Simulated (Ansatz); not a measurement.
# CH5AlOSi: taking an electron away

One table from this session's results is given with a row withheld; the runs are named, their logs left out.

Computed with Ansatz 0.2.0, Gaussian basis. Level: unrestricted cation, the program's frozen cores in correlated methods.

Plan: UKS PBE-D4/def2-TZVPP; UKS r2SCAN-D4/def2-TZVPP; UKS PBE0-D4/def2-TZVPP; UKS B3LYP-D4/def2-TZVPP; UKS wB97X-V/def2-TZVPP; UKS wB97M-V/def2-TZVPP; UKS B2PLYP/def2-TZVPP; UHF-CCSD(T)/def2-TZVPP; UHF-MP2/def2-QZVPP; extrapolation to the limit; then −ε(HOMO) from the neutral's earlier runs with LDA (SPW92), PBE-D4, revPBE-D4, BLYP-D4, r2SCAN-D4, B97M-V, PBE0-D4, B3LYP-D4, r2SCANh-D4, r2SCAN0-D4, HSE06-D4, BHLYP-D4, CAM-B3LYP-D4, LC-ωPBE, ωB97X-V, ωB97M-V.

### Structure used throughout

The geometry comes from an earlier relaxation with PBE0-D4 in a triple-zeta def2 set; it is a stationary point, not always the lowest conformer.

SMILES `[CH2]1O[SiH2][AlH]1`, 9 atoms, charge 0, spin multiplicity 1.

Atoms are counted from 1 here; the program's logs count them from 0.

Bond lengths: C1–O2 1.447 Å, C1–Al4 2.001 Å, C1–H5 1.096 Å, C1–H6 1.096 Å, O2–Si3 1.676 Å, Si3–Al4 2.424 Å, Si3–H7 1.493 Å, Si3–H8 1.493 Å, Al4–H9 1.591 Å. Angles: O2–C1–Al4 97.8°, O2–C1–H5 109.2°, O2–C1–H6 109.2°, Al4–C1–H5 116.8°, Al4–C1–H6 116.7°, H5–C1–H6 106.6°, C1–O2–Si3 113.4°, O2–Si3–Al4 77.1°, O2–Si3–H7 111.1°, O2–Si3–H8 111.0°, Al4–Si3–H7 123.4°, Al4–Si3–H8 123.7°, H7–Si3–H8 105.8°, C1–Al4–Si3 71.7°, C1–Al4–H9 136.0°, Si3–Al4–H9 152.4°.

The first run:

Input file in.yaml:

```yaml
crystal:
  periodic: [false, false, false]
  atoms:
    - {symbol: C, position_ang: [-0.309925, 1.022509, -0.653461]}
    - {symbol: O, position_ang: [0.621057, -0.021319, -1.022882]}
    - {symbol: Si, position_ang: [0.767844, -1.223925, 0.135822]}
    - {symbol: Al, position_ang: [-0.858785, 0.279341, 1.121081]}
    - {symbol: H, position_ang: [-1.090163, 1.097597, -1.420084]}
    - {symbol: H, position_ang: [0.213334, 1.986033, -0.642954]}
    - {symbol: H, position_ang: [2.177739, -1.338349, 0.614965]}
    - {symbol: H, position_ang: [0.422400, -2.560607, -0.433275]}
    - {symbol: H, position_ang: [-1.855098, 0.712420, 2.283689]}
basis:
  gaussian: {orbitals: def2-TZVPP}
total_charge: 1
magnetization: {spin_polarized: true, initial_magnetization: 1}
hamiltonian: {xc: pbe, dispersion: d4}
```

Among the steps run: Cation, UKS PBE-D4/def2-TZVPP; Cation, UKS r2SCAN-D4/def2-TZVPP; Cation, UKS PBE0-D4/def2-TZVPP; Cation, UKS B3LYP-D4/def2-TZVPP; Cation, UKS wB97X-V/def2-TZVPP; Cation, UKS wB97M-V/def2-TZVPP; Cation, UKS B2PLYP (frozen core)/def2-TZVPP; Cation, UHF-CCSD(T)/def2-TZVPP; Cation, UHF-MP2/def2-QZVPP.

One table of the session follows, with a row left open; its other results are not shown here.

It belongs to the step «Ionisation energies side by side». Orbital estimates, from the neutral's runs:

| functional | −ε(HOMO) (eV) |
| --- | --- |
| LDA (SPW92) | 6.01 |
| PBE-D4 | 5.92 |
| revPBE-D4 | 5.87 |
| BLYP-D4 | 5.79 |
| r2SCAN-D4 | 6.13 |
| B97M-V | 6.18 |
| PBE0-D4 | 6.96 |
| B3LYP-D4 | 6.78 |
| r2SCANh-D4 | 6.52 |
| r2SCAN0-D4 | 7.10 |
| HSE06-D4 | 6.57 |
| BHLYP-D4 | 7.91 |
| CAM-B3LYP-D4 | ? |
| LC-ωPBE | 9.49 |
| ωB97X-V | 9.18 |
| ωB97M-V | 8.95 |

Estimate the missing values for CAM-B3LYP-D4.

The run gave: −ε(HOMO) (eV): 8.22. In the column «−ε(HOMO) (eV)» it lies between BHLYP-D4 (7.91) and ωB97M-V (8.95).
